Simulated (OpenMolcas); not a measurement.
# Ru³⁺ among point charges: CASSCF and CASPT2 levels and susceptibility, part 2 of 2

How does a field of 5 point charges split the states of Ru³⁺, and what χT follows?

OpenMolcas 26.06; ANO-RCC-VDZP, DKH2, active space 5 electrons in 5 orbitals (4d), orbitals: per spin and parity. Surroundings: 5 point charges of -2 e arranged as a trigonal bipyramid (D3h), 2.1 Å from the ion, with the axial distance 1.995 Å.

## (7) CASPT2: IPEA 0.25, imaginary shift 0.1 (closed shells correlated: 4s 4p)

a.inp

```
>>> COPY JOB001 $Project.JobIph
&CASPT2
Multistate=1 1
Frozen=14
IPEA=0.25
Imaginary=0.1
MaxIter=60
WThr=0.0 0.3 0.05
PrWF=0.5
NoMix
>>> COPY JOB002 $Project.JobIph
&CASPT2
Multistate=24 1 2 3 4 5 6 7 8 9 10 11 12 13 14 15 16 17 18 19 20 21 22
23 24
NoMult
Frozen=14
IPEA=0.25
Imaginary=0.1
MaxIter=60
WThr=0.0 0.3 0.05
PrWF=0.5
NoMix
>>> COPY JOB003 $Project.JobIph
&CASPT2
Multistate=75 1 2 3 4 5 6 7 8 9 10 11 12 13 14 15 16 17 18 19 20 21 22
23 24 25 26 27 28 29 30 31 32 33 34 35 36 37 38 39 40 41 42 43 44 45 46
47 48 49 50 51 52 53 54 55 56 57 58 59 60 61 62 63 64 65 66 67 68 69 70
71 72 73 74 75
NoMult
Frozen=14
IPEA=0.25
Imaginary=0.1
MaxIter=60
WThr=0.0 0.3 0.05
PrWF=0.5
NoMix
```

What it wrote:

```text
Orbital specifications:
      -----------------------

      Symmetry species                           1
                                                 a
      Frozen orbitals                           14
      Inactive orbitals                          4
      Active orbitals                            5
      Secondary orbitals                        20
      Deleted orbitals                           0
      Number of basis functions                 43
Type of calculation                        SS-CASPT2
      Fock operator                              state-specific
      IPEA shift                                 0.25
      Real shift                                 0.00
      Imaginary shift                            0.10
      The input orbitals will be transformed to quasi-canonical
Reference energy:       -4533.3168851717
      E2 (Non-variational):      -0.2484644462
      Shift correction:          -0.0001311389
      E2 (Variational):          -0.2485955851
      Total energy:           -4533.5654807567
      Residual norm:              0.0000003573
      Reference weight:           0.94836
      Contributions to the CASPT2 correlation energy
      Active & Virtual Only:         -0.0547708283
      One Inactive Excited:          -0.1241005835
      Two Inactive Excited:          -0.0695930344
::    CASPT2 Root  1     Total energy:  -4533.56548076
Orbital specifications:
      -----------------------

      Symmetry species                           1
                                                 a
      Frozen orbitals                           14
      Inactive orbitals                          4
      Active orbitals                            5
      Secondary orbitals                        20
      Deleted orbitals                           0
      Number of basis functions                 43
Type of calculation                        SS-CASPT2
      Fock operator                              state-specific
      IPEA shift                                 0.25
      Real shift                                 0.00
      Imaginary shift                            0.10
      The input orbitals will be transformed to quasi-canonical
Reference energy:       -4533.2211660249
      E2 (Non-variational):      -0.2575017250
      Shift correction:          -0.0001598140
      E2 (Variational):          -0.2576615390
      Total energy:           -4533.4788275638
      Residual norm:              0.0000001379
      Reference weight:           0.94622
      Contributions to the CASPT2 correlation energy
      Active & Virtual Only:         -0.0600983684
      One Inactive Excited:          -0.1242969205
      Two Inactive Excited:          -0.0731064361
Reference energy:       -4533.2211660239
      E2 (Non-variational):      -0.2575003223
      Shift correction:          -0.0001598816
      E2 (Variational):          -0.2576602039
      Total energy:           -4533.4788262278
      Residual norm:              0.0000001367
      Reference weight:           0.94622
      Contributions to the CASPT2 correlation energy
      Active & Virtual Only:         -0.0600980286
      One Inactive Excited:          -0.1242958653
      Two Inactive Excited:          -0.0731064284
::    CASPT2 Root  1     Total energy:  -4533.47882756
::    CASPT2 Root  2     Total energy:  -4533.47882623
::    CASPT2 Root  3     Total energy:  -4533.47375131
::    CASPT2 Root  4     Total energy:  -4533.47361625
::    CASPT2 Root  5     Total energy:  -4533.45576414
::    CASPT2 Root  6     Total energy:  -4533.45538791
::    CASPT2 Root  7     Total energy:  -4533.45284940
::    CASPT2 Root  8     Total energy:  -4533.45448701
::    CASPT2 Root  9     Total energy:  -4533.45427796
::    CASPT2 Root 10     Total energy:  -4533.44416932
::    CASPT2 Root 11     Total energy:  -4533.44423798
::    CASPT2 Root 12     Total energy:  -4533.44104623
::    CASPT2 Root 13     Total energy:  -4533.44105181
::    CASPT2 Root 14     Total energy:  -4533.44103817
::    CASPT2 Root 15     Total energy:  -4533.42924934
::    CASPT2 Root 16     Total energy:  -4533.41061049
::    CASPT2 Root 17     Total energy:  -4533.41061691
::    CASPT2 Root 18     Total energy:  -4533.38520860
::    CASPT2 Root 19     Total energy:  -4533.38377138
::    CASPT2 Root 20     Total energy:  -4533.38357312
::    CASPT2 Root 21     Total energy:  -4533.36766546
::    CASPT2 Root 22     Total energy:  -4533.36766118
::    CASPT2 Root 23     Total energy:  -4533.34339722
::    CASPT2 Root 24     Total energy:  -4533.34354800
Orbital specifications:
      -----------------------

      Symmetry species                           1
                                                 a
      Frozen orbitals                           14
      Inactive orbitals                          4
      Active orbitals                            5
      Secondary orbitals                        20
      Deleted orbitals                           0
      Number of basis functions                 43
Type of calculation                        SS-CASPT2
      Fock operator                              state-specific
      IPEA shift                                 0.25
      Real shift                                 0.00
      Imaginary shift                            0.10
      The input orbitals will be transformed to quasi-canonical
Reference energy:       -4533.1680606744
      E2 (Non-variational):      -0.2598561048
      Shift correction:          -0.0001492792
      E2 (Variational):          -0.2600053839
      Total energy:           -4533.4280660583
      Residual norm:              0.0000001463
      Reference weight:           0.94529
      Contributions to the CASPT2 correlation energy
      Active & Virtual Only:         -0.0567356330
      One Inactive Excited:          -0.1352088804
      Two Inactive Excited:          -0.0679115914
Reference energy:       -4533.1680606743
      E2 (Non-variational):      -0.2598566311
      Shift correction:          -0.0001492818
      E2 (Variational):          -0.2600059129
      Total energy:           -4533.4280665872
      Residual norm:              0.0000001463
      Reference weight:           0.94529
      Contributions to the CASPT2 correlation energy
      Active & Virtual Only:         -0.0567355676
      One Inactive Excited:          -0.1352094730
      Two Inactive Excited:          -0.0679115905
::    CASPT2 Root  1     Total energy:  -4533.42806606
::    CASPT2 Root  2     Total energy:  -4533.42806659
::    CASPT2 Root  3     Total energy:  -4533.42215904
::    CASPT2 Root  4     Total energy:  -4533.42224554
::    CASPT2 Root  5     Total energy:  -4533.42071204
::    CASPT2 Root  6     Total energy:  -4533.42042242
::    CASPT2 Root  7     Total energy:  -4533.42024666
::    CASPT2 Root  8     Total energy:  -4533.42024859
::    CASPT2 Root  9     Total energy:  -4533.41551072
::    CASPT2 Root 10     Total energy:  -4533.41551214
::    CASPT2 Root 11     Total energy:  -4533.41833001
::    CASPT2 Root 12     Total energy:  -4533.41832930
::    CASPT2 Root 13     Total energy:  -4533.40975718
::    CASPT2 Root 14     Total energy:  -4533.40302681
::    CASPT2 Root 15     Total energy:  -4533.40327031
::    CASPT2 Root 16     Total energy:  -4533.40902505
::    CASPT2 Root 17     Total energy:  -4533.40901679
::    CASPT2 Root 18     Total energy:  -4533.40839484
::    CASPT2 Root 19     Total energy:  -4533.39287331
::    CASPT2 Root 20     Total energy:  -4533.39285808
::    CASPT2 Root 21     Total energy:  -4533.39613179
::    CASPT2 Root 22     Total energy:  -4533.38606531
::    CASPT2 Root 23     Total energy:  -4533.38581550
::    CASPT2 Root 24     Total energy:  -4533.38822978
::    CASPT2 Root 25     Total energy:  -4533.38828392
::    CASPT2 Root 26     Total energy:  -4533.38443481
::    CASPT2 Root 27     Total energy:  -4533.38443734
::    CASPT2 Root 28     Total energy:  -4533.37863511
::    CASPT2 Root 29     Total energy:  -4533.37834840
::    CASPT2 Root 30     Total energy:  -4533.37720491
```

This run took 16 s in all on 1 thread, shared host.

SS-CASPT2: lowest energy less the reference's lowest, -0.2486 hartree; reference weights 0.934 to 0.948.

States without spin-orbit coupling:

| state | degeneracy | E (cm-1) | free-ion L (%) |
| --- | --- | --- | --- |
| 6A1 | 1 | 0 | S (100) |
| 4E | 2 | 19018 | G (63) |
| 4E | 2 | 20147 | G (66) |
| 4A2 | 1 | 24080 | G (98) |
| 4A1 | 1 | 24163 | G (98) |
| 4E | 2 | 24383 | G (100) |
| 4A1 | 1 | 24720 | G (99) |
| 4E | 2 | 26617 | D (68) |
| 4E | 2 | 27310 | D (56) |
| 4A2 | 1 | 27312 | P (100) |
| 4A1 | 1 | 29899 | D (99) |
| 2E | 2 | 30159 | I (71) |
| 2E | 2 | 31446 | I (69) |
| 2A1 | 1 | 31773 | I (66) |
| 2A2 | 1 | 31837 | I (66) |
| 2E | 2 | 31875 | I (59) |
| 2E | 2 | 32296 | D (44) |
| 2E | 2 | 32914 | I (62) |
| 4E | 2 | 33989 | P (45) |
| 2A1 | 1 | 34177 | I (89) |
| 2E | 2 | 34339 | D (41) |
| 2A2 | 1 | 34476 | F (76) |
| 2A1 | 1 | 35601 | I (100) |
| 2A2 | 1 | 35655 | I (99) |

With spin-orbit coupling:

```tsv
E (cm-1)	Degeneracy	Label	2S+1	g
0	2	E1/2	6	0.00 0.00 9.99
15	2	E3/2	6	0.00 0.00 5.99
23	2	E1/2	6	2.00 5.99 5.99
18460	2	E1/2	4	0.02 0.02 7.70
18590	2	E3/2	4	0.00 0.00 3.89
19020	2	E1/2	4	0.01 0.97 0.97
19350	2	E1/2	4	0.01 0.01 9.91
19530	2	E1/2	4	0.82 0.82 3.93
19950	2	E1/2	4	0.04 0.04 6.20
20370	2	E3/2	4	0.00 0.00 2.04
20950	2	E1/2	4	0.05 0.05 1.99
23930	2	E1/2	4	1.12 1.12 2.61
23950	2	E3/2	4	0.00 0.00 11.53
24030	2	E1/2	4	0.86 0.86 7.28
24190	2	E3/2	4	0.00 0.00 0.25
24300	2	E1/2	4	0.00 0.00 13.78
24400	2	E1/2	4	1.78 1.78 2.81
24490	2	E3/2	4	0.00 0.00 9.91
24510	2	E1/2	4	2.02 2.02 6.01
24690	2	E1/2	4	1.98 4.02 4.02
24700	2	E3/2	4	0.00 0.00 5.94
25790	2	E1/2	4	0.00 0.00 7.32
25990	2	E3/2	4	0.00 0.00 4.12
26290	2	E1/2	4	0.98 2.71 2.71
```

Powder χT (cm³ K/mol): 3.35 at 2 K, 3.67 at 5 K, 4.01 at 10 K, 4.25 at 20 K, 4.35 at 50 K, 4.36 at 100 K, 4.37 at 150 K, 4.37 at 200 K, 4.37 at 250 K, 4.37 at 300 K.

## (8) The methods side by side

A. CASSCF
B. SS-CASPT2, IPEA 0.25, imaginary shift 0.1 (closed shells correlated: 4s 4p)

```csv
method,ground state,first gap with spin-orbit (cm-1),χT at 300 K
A,6A1,16.7,4.37
B,6A1,15.2,4.37
```

## (9) Summary of results

What follows sums up all 2 parts.

```
                 quantity                                                                        value
                   method  SS-CASPT2, IPEA 0.25, imaginary shift 0.1 (closed shells correlated: 4s 4p)
   spin-free ground state                                              6A1, 1-fold in its orbital part
             lowest level                                            2-fold E1/2, g = 0.00, 0.00, 9.99
               next level                                                                    15.2 cm⁻¹
              χT at 300 K                                                               4.37 cm³ K/mol
effective moment at 300 K                                                                      5.91 μB
```

Cost by method:

| method | time of its own steps | time with the reference |
| --- | --- | --- |
| A. CASSCF | 42 s | 42 s |
| B. SS-CASPT2, IPEA 0.25, imaginary shift 0.1, +4s 4p | 16 s | 58 s |

Times are of one thread on a shared host.

The spin-free ground state (6A1) comes to 100 % from free-ion S terms and keeps the highest spin of the shell. χT at 300 K is 4.37, against 4.39 cm³ K/mol for the spin alone, as a half-filled shell (L = 0) has no orbital moment. An active space of the d shell alone favours high spin; real ions in strong fields can be low spin. CASPT2 does not keep the components of a term degenerate, and the means are used. The field of point charges can differ much from that of real complexes. With metal d orbitals alone active, the gaps between spin states are rough; where two lie within a few thousand cm-1, their order is open. This is an electrostatic model: the charges have no orbitals.
